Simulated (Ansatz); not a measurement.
# H4S2Sn: a nudged elastic band in two tries

The task is a band of images between two relaxed ends. SMILES of the start: [SH][SnH2][SH].

Method: RKS PBE0/def2-SVP, in Ansatz 0.2.0.

## 1. The starting structure

Bond lengths: S1–Sn2 2.424 Å, Sn2–S3 2.424 Å, S1–H4 1.351 Å, Sn2–H5 1.712 Å, Sn2–H6 1.705 Å, S3–H7 1.351 Å. Angles: S1–Sn2–S3 113.0°, S1–Sn2–H5 108.5°, S1–Sn2–H6 106.0°, S3–Sn2–H5 109.2°, S3–Sn2–H6 105.3°, H5–Sn2–H6 114.9°, Sn2–S1–H4 93.8°, Sn2–S3–H7 94.0°.

Coordinates:

```xyz
7

S    -2.0525   -0.4636   -0.5286
Sn   -0.0485    0.5701    0.3617
S     1.6014   -1.0449    1.1003
H    -1.5048   -0.6918   -1.7427
H     0.6386    1.5612   -0.8541
H    -0.5324    1.3970    1.7722
H     1.9594   -1.3961   -0.1545
```

## 2. First try

The input, input.yaml:

```yaml
crystal:
  periodic: [false, false, false]
  atoms:
    - { symbol: S, position_ang: [-2.052458, -0.463572, -0.528605] }
    - { symbol: Sn, position_ang: [-0.048453, 0.570099, 0.361695] }
    - { symbol: S, position_ang: [1.6014, -1.044916, 1.100299] }
    - { symbol: H, position_ang: [-1.504786, -0.691762, -1.742666] }
    - { symbol: H, position_ang: [0.638576, 1.561173, -0.854067] }
    - { symbol: H, position_ang: [-0.532432, 1.396967, 1.772235] }
    - { symbol: H, position_ang: [1.959353, -1.396088, -0.154492] }
basis:
  gaussian: { orbitals: def2-SVP }
hamiltonian:
  xc: pbe0
neb:
  order_check: false
  images: 9
  f_tol: 0.05
  max_iterations: 8
  initial_path: idpp
  final_atoms:
    - { symbol: S, position_ang: [-1.52658539, -0.2005906, -1.42401454] }
    - { symbol: Sn, position_ang: [0.03410823, 0.66175449, 0.215611] }
    - { symbol: S, position_ang: [1.50619849, -1.10147528, 0.98581146] }
    - { symbol: H, position_ang: [-2.03824042, -1.12779137, -0.5846678] }
    - { symbol: H, position_ang: [0.89025243, 1.88856943, -0.61271148] }
    - { symbol: H, position_ang: [-0.76282276, 1.2022872, 1.62879757] }
    - { symbol: H, position_ang: [1.95828942, -1.39085287, -0.25442721] }
  optimiser: quickmin
```

Command:

```bash
> ansatz run input.yaml --threads 1 --pin off --max-ram 2048MiB --backend cpu --events-out ev --progress --plain --runs-dir out
```

What does the calculation give? Wanted: first try.

As calculated:

| quantity | value |
| --- | --- |
| first try | refused |
| cause | the word typed for the ensemble or optimiser is not among those the program lists |

The fault in the first input was caught at the input check and cost nothing.
